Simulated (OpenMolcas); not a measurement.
# triplet CH7NSn at 6 levels

Aim: a comparison of 6 runs (UHF/STO-3G, UHF/3-21G, U-r2SCAN/def2-SVP, U-revPBE/def2-SVP, UB3LYP/def2-SVP, UBHLYP/def2-SVP) of triplet CH7NSn. 

The calculation is run with OpenMolcas 26.06.

## Step 1: The structure to begin with

The species is CH7NSn (10 atoms), meant as a triplet with charge 0. As SMILES of the parent species, `C[NH][SnH3]`. The coordinates come from a PBE0-D4/def2-TZVP relaxation. That shape belongs to the parent species and isn't relaxed for this state.

Bond lengths: C1–N2 1.451 Å, N2–Sn3 2.028 Å, C1–H4 1.095 Å, C1–H5 1.094 Å, C1–H6 1.101 Å, N2–H7 1.011 Å, Sn3–H8 1.705 Å, Sn3–H9 1.706 Å, Sn3–H10 1.718 Å. Some angles: C1–N2–Sn3 118.3°, C1–N2–H7 111.0°, Sn3–N2–H7 112.3°, N2–C1–H4 110.3°, N2–C1–H5 109.7°, N2–C1–H6 115.2°, N2–Sn3–H8 106.4°, N2–Sn3–H9 105.8°, N2–Sn3–H10 112.2°, H4–C1–H5 106.6°.

## Step 2: A single-point energy at UHF/STO-3G (run 1)

Contents of mol.inp:

```
&GATEWAY
BASLIB
$CurrDir
COORD
10
angstrom
C       -0.898400       0.758000      -0.879200
N       -0.343000      -0.532900      -0.516500
Sn       0.897300      -0.629400       1.085100
H       -1.664200       0.637600      -1.652700
H       -1.396800       1.201100      -0.011700
H       -0.168200       1.494600      -1.247500
H        0.037300      -1.004000      -1.326200
H        1.451700      -2.239000       1.169900
H       -0.052600      -0.195500       2.433700
H        2.220200       0.458400       0.948000
BASIS
STO-3G
GROUP
NoSym
&SEWARD
&SCF
UHF
SPIN
3
THRESHOLDS
1e-10 1e-07 1e-07 1e-05
PRORBITALS
1 2
```

The basis set STO-3G is read from a file made from the Basis Set Exchange's data (not shown).

Launch:

```sh
$ export MOLCAS_MEM=1860
$ pymolcas mol.inp > mol.log
```

What it wrote:

```text
--- Start Module: gateway ---
[...]
--- Stop Module: gateway /rc=_RC_ALL_IS_WELL_ ---
--- Start Module: seward ---
[...]
      Basis functions           44
--- Stop Module: seward /rc=_RC_ALL_IS_WELL_ ---
--- Start Module: scf ---
[...]
       Convergence after  21 Iterations
[...]
::    Total SCF energy                              -6058.2685448353
[...]
      Total spin, S                                     1.0046359917
[...]
      Total electronic charge=   70.000000
      Total            charge=   -0.000000
[...]
      Dipole Moment (debye):
      Origin of the operator (angstrom)=    0.6043   -0.4804    0.7364
                   X= -2.1503E+00               Y=  7.2311E-01               Z= -3.5138E+00           Total=  4.1825E+00
      Quadrupole Moment (debye*angstrom):
[...]
--- Stop Module: scf /rc=_RC_ALL_IS_WELL_ ---
[...]
```

Wall time 2.3 s (1 thread of Arm Neoverse V2, shared host); peak memory 0.38 GiB.

## Step 3: The energy at UHF/3-21G (run 2)

Contents of calc.input:

```
>>> EXPORT MOLCAS_PRINT=2

&gateway
  baslib=$CurrDir
  coord
  10
  angstrom
  C       -0.898400       0.758000      -0.879200
  N       -0.343000      -0.532900      -0.516500
  Sn       0.897300      -0.629400       1.085100
  H       -1.664200       0.637600      -1.652700
  H       -1.396800       1.201100      -0.011700
  H       -0.168200       1.494600      -1.247500
  H        0.037300      -1.004000      -1.326200
  H        1.451700      -2.239000       1.169900
  H       -0.052600      -0.195500       2.433700
  H        2.220200       0.458400       0.948000
  basis=3-21G
  group=NoSym

&seward

&scf
  uhf
  spin=3
  thresholds=1e-10 1e-07 1e-07 1e-05
  prorbitals=1 2
```

The basis set 3-21G is read from a file made from the Basis Set Exchange's data (not shown).

Launch:

```sh
$ export MOLCAS_MEM=1860
$ pymolcas calc.input > calc.log
```

What it wrote:

```text
--- Start Module: gateway ---
[...]
--- Stop Module: gateway /rc=_RC_ALL_IS_WELL_ ---
--- Start Module: seward ---
[...]
      Basis functions           63
--- Stop Module: seward /rc=_RC_ALL_IS_WELL_ ---
[...]
--- Start Module: scf ---
[...]
       Convergence after  22 Iterations
[...]
::    Total SCF energy                              -6091.9335344359
[...]
      Total spin, S                                     1.0058689648
[...]
      Total electronic charge=   70.000000
      Total            charge=   -0.000000
[...]
      Dipole Moment (debye):
      Origin of the operator (angstrom)=    0.6043   -0.4804    0.7364
                   X= -3.3344E+00               Y=  1.5551E+00               Z= -4.5060E+00           Total=  5.8173E+00
      Quadrupole Moment (debye*angstrom):
[...]
--- Stop Module: scf /rc=_RC_ALL_IS_WELL_ ---
[...]
```

It took 3.6 s on 1 thread of Arm Neoverse V2, shared host; peak memory 0.4 GiB.

Runs 3 to 5 aren't shown in full; the table further down has their settings and results.

## Step 4: The energy at UBHLYP/def2-SVP (core potential) (run 6)

Contents of coord.xyz:

```xyz
10

C     -0.898400     0.758000    -0.879200
N     -0.343000    -0.532900    -0.516500
Sn     0.897300    -0.629400     1.085100
H     -1.664200     0.637600    -1.652700
H     -1.396800     1.201100    -0.011700
H     -0.168200     1.494600    -1.247500
H      0.037300    -1.004000    -1.326200
H      1.451700    -2.239000     1.169900
H     -0.052600    -0.195500     2.433700
H      2.220200     0.458400     0.948000
```

Contents of mol.input:

```
&GATEWAY
  BasLib = $CurrDir
  Coord = coord.xyz
  Basis = def2-SVP
  Group = NoSym

&SEWARD
  GridInput
  Grid=UltraFine
  End of Grid

&SCF
  UHF
  Spin = 3
  KSDFT = HYB_GGA_XC_BHANDHLYP
  Thresholds = 1e-10 1e-07 1e-07 1e-05
  PrOrbitals = 1 1
```

The basis set def2-SVP is read from a file made from the Basis Set Exchange's data (not shown).

Launch:

```sh
$ export MOLCAS_MEM=1860
$ pymolcas mol.input > mol.log
```

What it wrote:

```text
--- Start Module: gateway ---
[...]
--- Stop Module: gateway /rc=_RC_ALL_IS_WELL_ ---
--- Start Module: seward ---
[...]
      Basis functions           89
--- Stop Module: seward /rc=_RC_ALL_IS_WELL_ ---
[...]
--- Start Module: scf ---
[...]
       Convergence after  23 Iterations
[...]
::    Total KS-DFT energy                            -310.9329968409
[...]
      Total spin, S                                     1.0026211240
[...]
      Total electronic charge=   42.000000
      Total            charge=   -0.000000
[...]
      Dipole Moment (debye):
      Origin of the operator (angstrom)=    0.6043   -0.4804    0.7364
                   X= -2.7603E+00               Y=  1.4214E+00               Z= -3.2738E+00           Total=  4.5120E+00
      Quadrupole Moment (debye*angstrom):
[...]
--- Stop Module: scf /rc=_RC_ALL_IS_WELL_ ---
[...]
```

Run time: 75 s. Hardware: 1 thread of Arm Neoverse V2, shared host; peak memory 0.49 GiB.

## Step 5: Overview of the runs

```tsv
run	level	integration grid	energy (Eh)	dipole moment (D)	⟨S²⟩	wall time
1	UHF/STO-3G	–	-6058.268545	4.18	2.014	2.3 s
2	UHF/3-21G	–	-6091.933534	5.82	2.018	3.6 s
3	U-r2SCAN/def2-SVP (core potential)	UltraFine	-311.092951	4.33	2.009	2.2 min
4	U-revPBE/def2-SVP (core potential)	UltraFine	-311.088610	3.91	2.004	85 s
5	UB3LYP/def2-SVP (core potential)	UltraFine	-311.148566	4.08	2.005	80 s
6	UBHLYP/def2-SVP (core potential)	UltraFine	-310.932997	4.51	2.008	75 s
```

## Step 6: Results

```
                                 quantity          value
                      run 6: total energy  -310.93300 Eh
                     run 6: dipole moment         4.51 D
run 6: HOMO energy (highest over α and β)       -2.36 eV
                              run 6: ⟨S²⟩          2.008
```

What this shows: The dipole moment (its size) runs from 3.91 D (U-revPBE/def2-SVP) to 5.82 D (UHF/3-21G). The two ends differ in method and basis and core potential. Totals of different functionals can't be ranked against each other. Some runs of one species differ in core potentials or relativity; totals across that change don't compare. In run 1 the basis is minimal, so the values are rough. In runs 1, 2 relativity is left out where basis or elements ask for it. All runs together took 6.3 min, the longest 2.2 min.
